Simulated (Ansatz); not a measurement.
**C₂H₉BSi: a ladder of functionals and wavefunction methods**

The task here is to estimate one member of a computed series from the others.

The runs use Ansatz 0.2.0, Gaussian basis; functionals in def2-TZVPP, the program's frozen cores in correlated methods.

Levels to be run: PBE-D4, r2SCAN-D4, PBE0-D4, B3LYP-D4, ωB97X-V, ωB97M-V, B2PLYP; CCSD(T)/def2-TZVPP; MP2/def2-QZVPP; extrapolation to the limit.

**Structure used throughout**

An earlier PBE0-D4 in a triple-zeta def2 set relaxation fixed the geometry.

SMILES `BCC[SiH3]`, 13 atoms, charge 0, spin multiplicity 1.

Atoms are counted from 1 here; the program's logs count them from 0.

Bond lengths: B1–C2 1.545 Å, B1–H5 1.198 Å, B1–H6 1.198 Å, C2–C3 1.560 Å, C2–H7 1.092 Å, C2–H8 1.092 Å, C3–Si4 1.878 Å, C3–H9 1.096 Å, C3–H10 1.096 Å, Si4–H11 1.487 Å, Si4–H12 1.487 Å, Si4–H13 1.489 Å. Angles: C2–B1–H5 120.3°, C2–B1–H6 120.3°, H5–B1–H6 119.0°, B1–C2–C3 95.8°, B1–C2–H7 115.9°, B1–C2–H8 115.9°, C3–C2–H7 109.5°, C3–C2–H8 109.5°, H7–C2–H8 109.3°, C2–C3–Si4 110.9°, C2–C3–H9 111.3°, C2–C3–H10 111.3°, Si4–C3–H9 108.2°, Si4–C3–H10 108.2°, H9–C3–H10 106.8°, C3–Si4–H11 109.5°, C3–Si4–H12 109.5°, C3–Si4–H13 111.2° and more.

Geometry (Å):

```
atom     x (Å)     y (Å)     z (Å)
  B1  -0.87622   1.86902  -0.46761
  C2  -0.82900   0.33038  -0.59542
  C3   0.41353   0.13389   0.32697
 Si4   0.85678  -1.68512   0.47429
  H5  -0.21546   2.55610  -1.19394
  H6  -1.46016   2.38163   0.44480
  H7  -0.60865  -0.05908  -1.59104
  H8  -1.68125  -0.20914  -0.17820
  H9   1.28695   0.66940  -0.06269
 H10   0.22713   0.52404   1.33424
 H11   1.16277  -2.23222  -0.87436
 H12  -0.29656  -2.43234   1.04285
 H13   2.04073  -1.88116   1.35500
```

The first run:

in.yaml reads:

```yaml
crystal:
  periodic: [false, false, false]
  atoms:
    - {symbol: B, position_ang: [-0.876216, 1.869015, -0.467613]}
    - {symbol: C, position_ang: [-0.828997, 0.330376, -0.595415]}
    - {symbol: C, position_ang: [0.413530, 0.133894, 0.326972]}
    - {symbol: Si, position_ang: [0.856784, -1.685120, 0.474293]}
    - {symbol: H, position_ang: [-0.215460, 2.556101, -1.193941]}
    - {symbol: H, position_ang: [-1.460161, 2.381626, 0.444801]}
    - {symbol: H, position_ang: [-0.608647, -0.059075, -1.591038]}
    - {symbol: H, position_ang: [-1.681252, -0.209143, -0.178198]}
    - {symbol: H, position_ang: [1.286950, 0.669400, -0.062690]}
    - {symbol: H, position_ang: [0.227132, 0.524044, 1.334236]}
    - {symbol: H, position_ang: [1.162765, -2.232219, -0.874357]}
    - {symbol: H, position_ang: [-0.296555, -2.432341, 1.042849]}
    - {symbol: H, position_ang: [2.040726, -1.881160, 1.355001]}
basis:
  gaussian: {orbitals: def2-TZVPP}
hamiltonian: {xc: pbe, dispersion: d4}
output: {forces: true, orbitals: {seedname: orbitals}}
```

The run is started by

```bash
ansatz run in.yaml --threads 4 --pin off --events-out ev --progress --plain --max-ram 10444MiB
```

Among the steps run: PBE-D4 (GGA); r2SCAN-D4 (meta-GGA); PBE0-D4 (hybrid); B3LYP-D4 (hybrid); ωB97X-V (range-separated); ωB97M-V (range-separated); B2PLYP (double hybrid); CCSD(T) in def2-TZVPP; MP2 in def2-QZVPP.

One table of the session follows, with a row left open; its other results are not shown here.

```
            method  atomisation energy (eV)
            PBE-D4                        ?
         r2SCAN-D4                   47.392
           PBE0-D4                   47.279
          B3LYP-D4                   47.386
           ωB97X-V                   47.433
           ωB97M-V                   47.420
            B2PLYP                   46.838
     HF/def2-TZVPP                   36.684
    MP2/def2-TZVPP                   46.378
   CCSD/def2-TZVPP                   45.814
CCSD(T)/def2-TZVPP                   46.243
           MP2/CBS                   47.331
       CCSD(T)/CBS                   47.196
```

Q: Estimate the row for PBE-D4 from the others.

As computed: atomisation energy (eV): 47.501. In the column «atomisation energy (eV)» it is the highest.
